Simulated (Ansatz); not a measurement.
Al3Pd, 4 atoms in the cell. It takes space group Pm-3m (No. 221, cubic). The conventional cell has a = 3.947 Å, b = 3.947 Å, c = 3.947 Å, α = 90.00°, β = 90.00°, γ = 90.00°. Pd (site symmetry m-3m) is surrounded by 12 Al at 2.79 Å. Al (site symmetry 4/mmm) is surrounded by 4 Pd at 2.79 Å and 8 Al at 2.79 Å. The cell comes from a database or a generator and needn't be the stable form of this composition.

| Property | Result |
| --- | --- |
| Program | Ansatz 0.2.0 |
| Task | relaxation of cell and atoms |
| Functional | PBEsol |
| Potentials or basis | all-electron LAPW, scalar-relativistic |
| Basis error allowed | 0.002 eV/atom |
| k mesh | 7 × 7 × 7 |
| Occupations | fermi-dirac, width 0.05 eV |
| Spin | no spin polarisation |
| Target pressure | 20 GPa |

Potentials or basis: all-electron LAPW, scalar-relativistic.

Launch:

```console
$ ansatz run input.yaml --threads 2 --pin off --max-ram 8192MiB --backend cpu --events-out ev --progress --plain --runs-dir out
```

Hardware: 2 threads of Arm Neoverse V2 (shared host).

Problem. How long does it take, and how much memory?

Solution. It took 15 s on 2 threads of Arm Neoverse V2, on a shared host, peak memory 0.3 GiB. Counts: scf iterations 33, plane waves 389, k points 20, bands 31, ion steps 5.
